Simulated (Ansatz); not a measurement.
**BHI radical (SMILES [BH]I): one structure at several levels**

An exercise on one series of results from a longer session: the logs are not shown, and one member is left open.

The runs use Ansatz 0.2.0, Gaussian basis; single points in def2-TZVPP.

Cores are frozen in the correlated methods. Filled d shells of the heavier atoms are correlated. Core potentials replace the inner electrons past krypton, and spin-orbit coupling is left out. Orbitals are unrestricted.

## The system as given

3 atoms, charge 0, spin multiplicity 2.

Atoms are counted from 1 here; the program's logs count them from 0.

Bond lengths: B1–I2 2.091 Å, B1–H3 1.105 Å. Angles: I2–B1–H3 125.7°.

Geometry (Å):

```xyz
3

B    -0.25080    0.38670   -0.20710
I     1.30510   -0.49340    0.87860
H    -1.02990   -0.15580   -0.77170
```

The first run:

File run/in.yaml:

```yaml
crystal:
  periodic: [false, false, false]
  atoms:
    - {symbol: B, position_ang: [-0.250800, 0.386700, -0.207100]}
    - {symbol: I, position_ang: [1.305100, -0.493400, 0.878600]}
    - {symbol: H, position_ang: [-1.029900, -0.155800, -0.771700]}
basis:
  gaussian: {orbitals: def2-TZVPP}
magnetization: {spin_polarized: true, initial_magnetization: 1}
correlation: {method: ccsd_t}
scf: {omitted_lower_state_checks: [cluster_reference]}
output: {forces: true}
```

No record of the launch command was kept for these runs.

Steps of the session up to this table: CCSD(T)/def2-TZVPP; PBE0-D4/def2-TZVPP; wB97M-V/def2-TZVPP; r2SCAN-D4/def2-TZVPP; PBE-D4/def2-TZVPP; BHLYP-D4/def2-TZVPP; B97M-V/def2-TZVPP.

One table of the session follows, with a row left open; its other results are not shown here.

| method | RMS force component (eV/Å) | angle to CCSD(T) forces (°) | dipole (D) |
| --- | --- | --- | --- |
| CCSD(T) | 1.252 | reference | 0.54 |
| PBE0-D4 | 1.284 | 0.2 | 0.52 |
| wB97M-V | ? | ? | ? |
| r2SCAN-D4 | 1.247 | 1.9 | 0.50 |
| PBE-D4 | 1.324 | 2.9 | 0.64 |
| BHLYP-D4 | 1.108 | 1.4 | 0.51 |
| B97M-V | 1.195 | 1.1 | 0.56 |

Q: Estimate the row for wB97M-V from the others.

As computed: RMS force component (eV/Å): 1.193; angle to CCSD(T) forces (°): 1.7; dipole (D): 0.53. In the column «RMS force component (eV/Å)» it lies between BHLYP-D4 (1.108) and B97M-V (1.195).
